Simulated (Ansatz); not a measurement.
# C4H16N2Si2: the cost of one run

Method: RKS CAM-B3LYP-D4/STO-3G, in Ansatz 0.2.0.

## Step 1: Starting point

Bond lengths (14 of 23 bonds, heavy atoms first): Si1–N2 1.820 Å, N2–C3 1.470 Å, N2–C7 1.470 Å, Si1–Si11 2.220 Å, Si1–N15 1.819 Å, N15–C16 1.470 Å, N15–C20 1.470 Å, C3–H4 1.110 Å, C3–H5 1.110 Å, C3–H6 1.110 Å, C7–H8 1.110 Å, C7–H9 1.110 Å, C7–H10 1.110 Å, Si11–H12 1.460 Å. Angles (14 of 42 angles, heavy atoms first): Si1–N2–C3 120.0°, Si1–N2–C7 120.0°, C3–N2–C7 120.0°, N2–Si1–Si11 109.5°, N2–Si1–N15 109.5°, Si11–Si1–N15 109.5°, Si1–N15–C16 120.0°, Si1–N15–C20 120.0°, C16–N15–C20 120.0°, N2–Si1–H24 109.5°, Si11–Si1–H24 109.5°, N15–Si1–H24 109.5°, N2–C3–H4 109.5°, N2–C3–H5 109.5°.

Its coordinates follow in the input file.

## Step 2: Preparing the start

The input, input.yaml:

```yaml
crystal:
  periodic: [false, false, false]
  atoms:
    - { symbol: Si, position_ang: [0.0, 0.0, 0.0] }
    - { symbol: "N", position_ang: [0.0, 0.0, 1.82] }
    - { symbol: C, position_ang: [-1.2162, -0.3762, 2.555] }
    - { symbol: H, position_ang: [-1.8642, -0.9999, 1.9045] }
    - { symbol: H, position_ang: [-0.9378, -0.9533, 3.4614] }
    - { symbol: H, position_ang: [-1.7663, 0.5401, 2.8549] }
    - { symbol: C, position_ang: [1.2162, 0.3762, 2.555] }
    - { symbol: H, position_ang: [1.4641, -0.4163, 3.2916] }
    - { symbol: H, position_ang: [2.0585, 0.4943, 1.8418] }
    - { symbol: H, position_ang: [1.0457, 1.3351, 3.0874] }
    - { symbol: Si, position_ang: [2.0935, 0.0, -0.7393] }
    - { symbol: H, position_ang: [2.5508, -1.3762, -0.9079] }
    - { symbol: H, position_ang: [2.1573, 0.6939, -2.0222] }
    - { symbol: H, position_ang: [2.951, 0.6823, 0.2255] }
    - { symbol: "N", position_ang: [-0.8572, 1.4851, -0.6061] }
    - { symbol: C, position_ang: [-2.2719, 1.4087, -0.9981] }
    - { symbol: H, position_ang: [-2.8245, 0.7784, -0.2704] }
    - { symbol: H, position_ang: [-2.7088, 2.429, -1.0098] }
    - { symbol: H, position_ang: [-2.3521, 0.9607, -2.0106] }
    - { symbol: C, position_ang: [-0.1354, 2.762, -0.7039] }
    - { symbol: H, position_ang: [-0.2436, 3.1711, -1.73] }
    - { symbol: H, position_ang: [-0.5567, 3.4827, 0.0276] }
    - { symbol: H, position_ang: [0.9399, 2.5975, -0.4831] }
    - { symbol: H, position_ang: [-0.6877, -1.1914, -0.4862] }
basis:
  gaussian: { orbitals: STO-3G }
hamiltonian:
  xc: cam_b3lyp
  dispersion: d4
relax:
  f_tol: 0.02
  max_steps: 40
```

The run is started by

```bash
> ansatz run input.yaml --threads 2 --pin off --max-ram 3072MiB --backend cpu --events-out ev --progress --plain --runs-dir out
```

What time and memory should one allow on 2 threads of Intel Xeon at 2.70GHz, shared host?

About 4.1 min, with a peak of 0.25 GiB.
